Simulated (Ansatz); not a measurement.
# C2H6InS radical: how energies converge with the basis set

Aim: see how fast density functionals converge with the basis set for C2H6InS radical.

Method: one geometry, several basis sets; program: Ansatz 0.2.0, Gaussian basis.

The runs, in order: PBE0-D4/def2-SVP; ωB97M-V/def2-SVP; PBE0-D4/def2-QZVPP; ωB97M-V/def2-QZVPP; the functionals' def2-TZVPP values are taken from earlier runs.

## 1. Structure used throughout

All runs share one geometry, relaxed beforehand with PBE0-D4 in a triple-zeta def2 set. In takes the def2 core potential; no spin-orbit term is included.

SMILES `C[CH2][In][SH]`, 10 atoms, charge 0, spin multiplicity 2.

Atoms are counted from 1 here; the program's logs count them from 0.

Bond lengths: C1–C2 1.514 Å, C1–H5 1.097 Å, C1–H6 1.093 Å, C1–H7 1.093 Å, C2–In3 2.233 Å, C2–H8 1.092 Å, C2–H9 1.092 Å, In3–S4 2.446 Å, S4–H10 1.345 Å. Angles: C2–C1–H5 111.0°, C2–C1–H6 112.1°, C2–C1–H7 112.1°, H5–C1–H6 106.9°, H5–C1–H7 106.9°, H6–C1–H7 107.4°, C1–C2–In3 111.7°, C1–C2–H8 112.9°, C1–C2–H9 112.9°, In3–C2–H8 105.4°, In3–C2–H9 105.4°, H8–C2–H9 108.0°, C2–In3–S4 114.5°, In3–S4–H10 93.0°.

## 2. PBE0-D4 in def2-SVP

Contents of in.yaml:

```yaml
crystal:
  periodic: [false, false, false]
  atoms:
    - {symbol: C, position_ang: [-0.396051, 0.807394, 0.523943]}
    - {symbol: C, position_ang: [-0.577640, -0.683307, 0.719872]}
    - {symbol: In, position_ang: [0.579976, -1.861547, -0.782109]}
    - {symbol: S, position_ang: [1.851933, -0.504949, -2.371702]}
    - {symbol: H, position_ang: [-0.969832, 1.374812, 1.266510]}
    - {symbol: H, position_ang: [-0.736406, 1.137338, -0.461055]}
    - {symbol: H, position_ang: [0.648617, 1.111674, 0.628637]}
    - {symbol: H, position_ang: [-1.614953, -1.003522, 0.603030]}
    - {symbol: H, position_ang: [-0.226311, -1.029383, 1.694049]}
    - {symbol: H, position_ang: [1.440646, 0.651480, -1.821176]}
basis:
  gaussian: {orbitals: def2-SVP}
magnetization: {spin_polarized: true, initial_magnetization: 1}
hamiltonian: {xc: pbe0, dispersion: d4}
output: {orbitals: {seedname: orbitals}}
```

The runs that follow: ωB97M-V in def2-SVP; PBE0-D4 in def2-QZVPP; ωB97M-V in def2-QZVPP.

Before running them: what should the planned runs give, taken together? Wanted: PBE0-D4: double and triple zeta above quadruple; ωB97M-V: double and triple zeta above quadruple.

As calculated:

| quantity | value |
| --- | --- |
| PBE0-D4: double and triple zeta above quadruple | 6.84, 0.49 eV |
| ωB97M-V: double and triple zeta above quadruple | 6.98, 0.48 eV |

For PBE0-D4 the step from double to triple zeta gains 6.35 eV and the next only 0.49 eV. Total energies overstate the basis error of differences, where much of it tends to cancel.
